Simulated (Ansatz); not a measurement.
# CH4Cl2GeS, SMILES [CH3][Ge]([SH])([Cl])[Cl]: a ladder of methods at one geometry

Computed with Ansatz 0.2.0, Python API.

The cells in order, each with its output:

In [1]:
```python
from pathlib import Path
import warnings

import ansatz as az
import numpy as np
```

In [2]:
```python
GEOMETRY = """
C    -1.18130   -0.25520    0.12990
Ge    0.54870    0.24630   -0.50860
S     2.02180   -0.95340    0.58470
Cl    0.77790   -0.16220   -2.62940
Cl    0.91840    2.34770   -0.17830
H    -1.41630   -1.27360   -0.06030
H    -1.27960    0.00780    1.20740
H    -1.94260    0.40820   -0.44010
H     1.64150   -0.41180    1.87750
"""
```

In [3]:
```python
warnings.simplefilter("ignore", az.DeckWarning)
```

In [4]:
```python
molecule = az.Crystal.molecule()
for line in GEOMETRY.strip().splitlines():
    symbol, *xyz = line.split()
    molecule = molecule.atom(symbol, [float(v) for v in xyz])
```

In [5]:
```python
calc = molecule.calculation().basis(gaussian="def2-SVP")

print("functional    E (Ha)        dipole (D)   HOMO (eV)  LUMO (eV)")
for name in ["revpbe", "hse06", "lc_wpbe", "hf", "lda"]:
    report = calc.functional(name).forces().orbitals().run(runs_dir="runs").report
    lines = Path(report["orbitals_path"]).read_text().splitlines()
    field_of = lambda key: [line.split("=")[1].strip() for line in lines if line.startswith(key)]
    orbitals = [(27.211386 * float(e), s, float(n)) for e, s, n in zip(field_of("Ene="), field_of("Spin="), field_of("Occup="))]
    homo = max(e for e, _, n in orbitals if n > 0.5)
    lumo = min(e for e, _, n in orbitals if n < 0.5)
    dipole = 4.803205 * np.linalg.norm(report["charge_distribution"]["dipole_moment_e_ang"])
    print(f"{name:10s} {report['free_energy_ev'] / 27.211386246:14.6f} {dipole:9.3f} {homo:11.3f} {lumo:10.3f}")
```
```text
functional    E (Ha)        dipole (D)   HOMO (eV)  LUMO (eV)
revpbe       -3435.103106     2.849      -6.309     -1.635
hse06        -3434.749849     2.979      -7.259     -1.118
lc_wpbe      -3434.855773     3.094     -10.471      1.534
hf           -3431.507874     3.073     -10.642      3.150
lda          -3427.626435     2.902      -6.377     -1.906
```

What to keep in mind:
- Total energies depend on the basis set; only differences at equal settings carry meaning.
- The geometry is a force-field or estimated start, not a minimum of this method, and the basis set is short of its limit. A lower total doesn't mark the better method: functionals have no common bound, and MP2 and coupled cluster aren't variational.
- Levels such as HOMO and LUMO are orbital energies: with these approximate functionals they aren't the ionisation energy and electron affinity, and their gap isn't the fundamental gap.
- hse06 follows the composition of plane-wave codes, whose totals differ by tens of mHa, up to about 0.1 Ha, from the form usual in Gaussian-basis programs (wpbeh).
- Finished in 30 s on 1 thread of Arm Neoverse V1, with other jobs on the host, peak memory 0.39 GiB.
